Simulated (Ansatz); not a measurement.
# Ge₂H₉N₂P, SMILES [NH2][GeH]([PH2])[NH][GeH3]: a single point in a Gaussian basis

Run with Ansatz 0.2.0 through its Python package.

Script `ge2h9n2p_energy.py`:
```python
"""Single point of Ge2H9N2P in a Gaussian basis."""

from pathlib import Path
import argparse
import json

import ansatz as az

parser = argparse.ArgumentParser(description="Single point of Ge2H9N2P in a Gaussian basis.")
parser.add_argument("--basis", required=True, help="Gaussian basis set")
parser.add_argument("--functional", default="pbe0", help="exchange-correlation functional")
args = parser.parse_args()

molecule = (
    az.Crystal.molecule()
    .atom("N", (0.5694, -1.4676, -1.2515))
    .atom("Ge", (1.0217, -0.5708, 0.3206))
    .atom("P", (1.8257, 1.5119, -0.176))
    .atom("N", (-0.4566, -0.4559, 1.4584))
    .atom("Ge", (-1.8254, 0.4314, 0.5505))
    .atom("H", (0.0079, -0.8051, -1.8313))
    .atom("H", (-0.0671, -2.2499, -0.9804))
    .atom("H", (2.1366, -1.367, 1.0447))
    .atom("H", (2.8026, 1.0101, -1.1267))
    .atom("H", (0.8188, 1.7688, -1.1909))
    .atom("H", (-0.1763, 0.1574, 2.2558))
    .atom("H", (-2.2375, -0.3746, -0.7074))
    .atom("H", (-3.0554, 0.5561, 1.4851))
    .atom("H", (-1.3644, 1.8551, 0.1489))
)

setup = (
    molecule.calculation()
    .basis(gaussian=args.basis)
    .functional(args.functional)
    .orbitals()
)
print(setup.to_yaml())
done = setup.run(threads=1, backend="cpu", runs_dir="out")
summary = done.report

print(f"E = {summary['free_energy_ev']:.6f} eV = {summary['free_energy_ev'] / 27.211386246:.7f} Ha")
print("converged:", summary["converged"], " doubts:", summary["published_state_doubts"] or "none")

lines = Path(summary["orbitals_path"]).read_text().splitlines()
field_of = lambda key: [line.split("=")[1].strip() for line in lines if line.startswith(key)]
orbitals = [(27.211386 * float(e), s, float(n)) for e, s, n in zip(field_of("Ene="), field_of("Spin="), field_of("Occup="))]
homo = max(e for e, _, n in orbitals if n > 0.5)
lumo = min(e for e, _, n in orbitals if n < 0.5)
for e, spin, n in sorted(orbitals):
    if homo - 10 < e < lumo + 5:
        print(f"{spin:6s} {e:10.3f} eV  occupation {n:.0f}")
with open("ge2h9n2p.json", "w") as handle:
    json.dump({k: summary[k] for k in ("free_energy_ev", "reference_energy_ev", "n_occupied", "n_virtual")}, handle, indent=1)
```

```console
$ python ge2h9n2p_energy.py --basis def2-SVPD
crystal:
  periodic: [false, false, false]
  atoms:
    - { symbol: "N", position_ang: [0.5694, -1.4676, -1.2515] }
    - { symbol: Ge, position_ang: [1.0217, -0.5708, 0.3206] }
    - { symbol: P, position_ang: [1.8257, 1.5119, -0.176] }
    - { symbol: "N", position_ang: [-0.4566, -0.4559, 1.4584] }
    - { symbol: Ge, position_ang: [-1.8254, 0.4314, 0.5505] }
    - { symbol: H, position_ang: [0.0079, -0.8051, -1.8313] }
    - { symbol: H, position_ang: [-0.0671, -2.2499, -0.9804] }
    - { symbol: H, position_ang: [2.1366, -1.367, 1.0447] }
    - { symbol: H, position_ang: [2.8026, 1.0101, -1.1267] }
    - { symbol: H, position_ang: [0.8188, 1.7688, -1.1909] }
    - { symbol: H, position_ang: [-0.1763, 0.1574, 2.2558] }
    - { symbol: H, position_ang: [-2.2375, -0.3746, -0.7074] }
    - { symbol: H, position_ang: [-3.0554, 0.5561, 1.4851] }
    - { symbol: H, position_ang: [-1.3644, 1.8551, 0.1489] }
basis:
  gaussian:
    orbitals: def2-SVPD
hamiltonian:
  xc: pbe0
output:
  orbitals: {}

E = -125412.241636 eV = -4608.8148727 Ha
converged: True  doubts: none
Alpha     -15.584 eV  occupation 2
Alpha     -14.515 eV  occupation 2
Alpha     -13.261 eV  occupation 2
Alpha     -12.157 eV  occupation 2
Alpha     -11.233 eV  occupation 2
Alpha     -10.872 eV  occupation 2
Alpha     -10.083 eV  occupation 2
Alpha      -9.826 eV  occupation 2
Alpha      -9.480 eV  occupation 2
Alpha      -9.112 eV  occupation 2
Alpha      -8.053 eV  occupation 2
Alpha      -7.742 eV  occupation 2
Alpha      -7.278 eV  occupation 2
Alpha      -0.238 eV  occupation 0
Alpha       0.071 eV  occupation 0
Alpha       0.295 eV  occupation 0
Alpha       0.473 eV  occupation 0
Alpha       0.582 eV  occupation 0
Alpha       0.915 eV  occupation 0
Alpha       1.285 eV  occupation 0
Alpha       1.466 eV  occupation 0
Alpha       1.547 eV  occupation 0
Alpha       1.678 eV  occupation 0
Alpha       2.367 eV  occupation 0
Alpha       2.799 eV  occupation 0
Alpha       2.932 eV  occupation 0
Alpha       2.948 eV  occupation 0
Alpha       3.084 eV  occupation 0
Alpha       3.326 eV  occupation 0
Alpha       3.597 eV  occupation 0
Alpha       3.766 eV  occupation 0
Alpha       3.976 eV  occupation 0
Alpha       4.048 eV  occupation 0
Alpha       4.406 eV  occupation 0
Alpha       4.630 eV  occupation 0
```

File `ge2h9n2p.json` afterwards:
```json
{
 "free_energy_ev": -125412.2416361092,
 "reference_energy_ev": -125412.2416361092,
 "n_occupied": [
  51,
  51
 ],
 "n_virtual": [
  161,
  161
 ]
}
```

Total energies depend on the basis set; only differences at equal settings carry meaning. The geometry is a force-field or estimated start, not a minimum of this method, and the basis set is short of its limit. Alpha marks a spatial orbital of a restricted run, filled by both spins. Levels such as HOMO and LUMO are orbital energies: with these approximate functionals they aren't the ionisation energy and electron affinity, and their gap isn't the fundamental gap. Timing: 22 s on 1 thread of Arm Neoverse V1, with other jobs on the host, peak memory 1 GiB.
